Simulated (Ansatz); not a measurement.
## LiH₃O₂, space group C2/m: a single point

Program: Ansatz's Python interface.

`POSCAR_lih3o2`
```text
LiH3O2
1.0
   3.68500000   -4.13000000    0.00000000
   3.68500000    4.13000000    0.00000000
  -1.10672473    0.00000000    2.99186570
Li H O
2 6 4
Direct
   0.65260000    0.34740000    0.50000000
   0.34740000    0.65260000    0.50000000
   0.98900000    0.22500000    0.00400000
   0.77500000    0.01100000    0.99600000
   0.01100000    0.77500000    0.99600000
   0.22500000    0.98900000    0.00400000
   0.23700000    0.23700000    0.63100000
   0.76300000    0.76300000    0.36900000
   0.79340000    0.20660000    0.00000000
   0.20660000    0.79340000    0.00000000
   0.28570000    0.28570000    0.39520000
   0.71430000    0.71430000    0.60480000
```

Script `scf_lih3o2.py`:
```python
"""Self-consistent field of LiH3O2 at the given structure."""

from pathlib import Path
import warnings

import ansatz as az
from ase.data import atomic_numbers
from ase.io import read
import numpy as np
from pymatgen.core import Structure
from scipy.ndimage import map_coordinates
import spglib

atoms = read("POSCAR_lih3o2", format="vasp")
cell = az.Crystal.from_ase(atoms)

# settings of the run
setup = (
    cell.calculation()
    .functional("r2SCAN")
    .pseudopotentials("nc")
    .accuracy("medium")
    .kpoints(2, 2, 3, center="monkhorst-pack")
    .occupations("Fixed")
    .scf(tolerance=1e-07)
    .density()  # keep the density on its grid
    .potential()
    .output_files(volumetric_format=["xsf", "npy"])
)
with warnings.catch_warnings(record=True) as caught:
    warnings.simplefilter("always")
    done = setup.run(threads=1, pin="off")
print("warnings raised:", sorted(w.category.__name__ for w in caught) or "none")
data = done.report

energy = data["free_energy_ev"]
print("LiH3O2: {:.6f} eV = {:.6f} Ry = {:.6f} Ha".format(energy, energy / 13.605693, energy / 27.211386))
print("Fermi level {:.4f} eV, {} k-points, {} symmetry operations".format(data["fermi_energy_ev"], data["n_kpoints"], data["n_symmetry_ops"]))

spg_cell = (done.lattice.cell_ang, [s.position_frac for s in done.lattice.sites], [atomic_numbers[s.symbol] for s in done.lattice.sites])
# space group as spglib finds it
found = spglib.get_symmetry_dataset(spg_cell, symprec=1e-3)
print(found.international, found.number, "point group", found.pointgroup)
for site, letter, group in zip(done.lattice.sites, found.wyckoffs, found.site_symmetry_symbols):
    print(f"  {site.symbol:2s} Wyckoff {letter}  site symmetry {group}")

final = Structure(done.lattice.cell_ang, [s.symbol for s in done.lattice.sites], [s.position_frac for s in done.lattice.sites])
# smooth valence density along the shortest bond of atom 0
rho = done.density()
total = sum(channel.density_e_per_ang3 for channel in rho.channels[:2])
grid_cell = np.asarray(rho.fft_grid_basis) @ done.lattice.cell_ang
partner = min(final.get_neighbors(final[0], 5.0), key=lambda n: n.nn_distance)
line = np.linspace(final[0].coords, partner.coords, 13)
points = (line @ np.linalg.inv(grid_cell)) * rho.dims
values = map_coordinates(total, points.T, order=3, mode="grid-wrap")
print(f"from {final[0].specie} to {partner.specie}, {partner.nn_distance:.3f} A")
for t, value in zip(np.linspace(0, partner.nn_distance, 13), values):
    print(f"{t:7.3f} A  {value:9.4f} e/A^3")

folder = Path(done.write_results("volumes"))
print(sorted(path.name for path in folder.iterdir()))
head = (folder / "rho.xsf").read_text().split("BEGIN_BLOCK")[0]
print(head)
```

```console
$ python scf_lih3o2.py
warnings raised: ['DeckWarning']
LiH3O2: -2346.136785 eV = -172.437875 Ry = -86.218937 Ha
Fermi level -0.0380 eV, 5 k-points, 4 symmetry operations
C2/m 12 point group 2/m
  Li Wyckoff h  site symmetry 2
  Li Wyckoff h  site symmetry 2
  H  Wyckoff j  site symmetry 1
  H  Wyckoff j  site symmetry 1
  H  Wyckoff j  site symmetry 1
  H  Wyckoff j  site symmetry 1
  H  Wyckoff i  site symmetry m
  H  Wyckoff i  site symmetry m
  O  Wyckoff g  site symmetry 2
  O  Wyckoff g  site symmetry 2
  O  Wyckoff i  site symmetry m
  O  Wyckoff i  site symmetry m
from Li to O, 1.957 A
  0.000 A    20.0316 e/A^3
  0.163 A    12.9343 e/A^3
  0.326 A     3.7398 e/A^3
  0.489 A     0.7020 e/A^3
  0.652 A     0.2266 e/A^3
  0.815 A     0.2242 e/A^3
  0.978 A     0.3837 e/A^3
  1.141 A     0.7566 e/A^3
  1.304 A     1.5634 e/A^3
  1.468 A     3.3928 e/A^3
  1.631 A     6.4604 e/A^3
  1.794 A     5.2755 e/A^3
  1.957 A     0.7616 e/A^3
['fields.json', 'rho.npy', 'rho.xsf', 'rho_z.tsv', 'v_es.npy', 'v_es.xsf', 'v_tot.npy', 'v_tot.xsf', 'v_z.tsv']
CRYSTAL
PRIMVEC
    3.685000   -4.130000    0.000000
    3.685000    4.130000    0.000000
   -1.106725    0.000000    2.991866
PRIMCOORD
   12    1
    3    3.131638   -1.260476    1.495933
    3    3.131638    1.260476    1.495933
    1    4.469163   -3.155320    0.011967
    1    1.794112   -3.155320    2.979898
    1    1.794112    3.155320    2.979898
    1    4.469163    3.155320    0.011967
    1    1.048347    0.000000    1.887867
    1    5.214929    0.000000    1.103998
    8    3.685000   -2.423484    0.000000
    8    3.685000    2.423484    0.000000
    8    1.668231    0.000000    1.182385
    8    4.595044    0.000000    1.809480
```

Reading the output:
- The settings weren't tested for convergence.
- Such functionals run on norm-conserving files made under PBE, which can move pressures by some GPa.
- With fixed filling the reported Fermi level is the top filled level among the k-points of the SCF.
- Energy and stress may still move on a finer k-point mesh.
- An absolute Fermi energy rests on an arbitrary zero of the periodic potential and has no direct meaning.
- Grid values close to the nuclei reflect the PAW or pseudopotential construction, not the all-electron fields.
- The starting cell is as deposited in a crystallographic database; the results hold for this polymorph, which needn't be the stable one.
- Wall time of the script: 9.7 s on 1 thread of Arm Neoverse V1, with other jobs on the host, peak memory 0.64 GiB.
